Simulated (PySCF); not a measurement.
# Accurate constants of TiO, step by step

Aim: bond length, wavenumber and bond energy of TiO near the limit of CCSD(T), built from two basis sets and any small corrections listed.

Computed with PySCF 2.14.0. Level: CCSD(T) on ROHF, no relativity in the base curves; scalar relativity is added as a correction.

### 1 The job

| Quantity | Value |
| --- | --- |
| molecule | TiO |
| state | triplet, unpaired electrons σ ↑, δ ↑ |
| smaller basis | Ti aug-cc-pVDZ, O aug-cc-pVDZ |
| larger basis | Ti aug-cc-pVTZ, O aug-cc-pVTZ |
| frozen core orbitals | 10 |
| extrapolation | correlation as n⁻³ (n = 2, 3), Hartree–Fock as (n+1)·exp(−9√n) |
| corrections | scalar relativity |
| distances (Å) | 1.4145, 1.4788, 1.5431, 1.6074, 1.6717, 1.7521, 1.8324 |
| masses (u) | 47.9479, 15.9949 |
| dissociation limit | Ti + O |

The run is started by

```console
OMP_NUM_THREADS=4 python comp.py task.json out
```

### 2 Coupled cluster at each distance

**Question.** What will these runs give? Wanted: for each run, Re; ωe; ωexe; αe; De.

**Answer**, as computed:

```csv
level,Re (Å),ωe (cm⁻¹),ωexe (cm⁻¹),αe (cm⁻¹),De (eV)
CCSD(T)/aug-cc-pVDZ(-PP),1.6468,973.3,4.59,0.00305,6.277
CCSD(T)/aug-cc-pVTZ(-PP),1.6391,999.8,4.54,0.00291,6.568
HF/CBS,1.5965,1113.9,3.05,0.00209,2.740
MP2/CBS,1.6273,1038.3,4.37,0.00288,7.362
CCSD/CBS,1.6139,1076.9,3.75,0.00247,5.972
CCSD(T)/CBS,1.6371,1010.5,4.57,0.00286,6.661
CCSD(T)/CBS+SR,1.6369,1013.9,4.53,0.00285,6.642
```

**Reading.** The last step gives Re = 1.6369 Å, ωe = 1013.9 cm⁻¹ and De = 6.642 eV; the smaller basis alone is off from it by +10.0 mÅ and -0.36 eV. Near the minimum the mean field binds by 2.74 eV and correlation adds 3.90 eV of binding. T1 is 0.051, large enough to doubt a single reference. Spin–orbit coupling and excitations beyond (T) are left out.
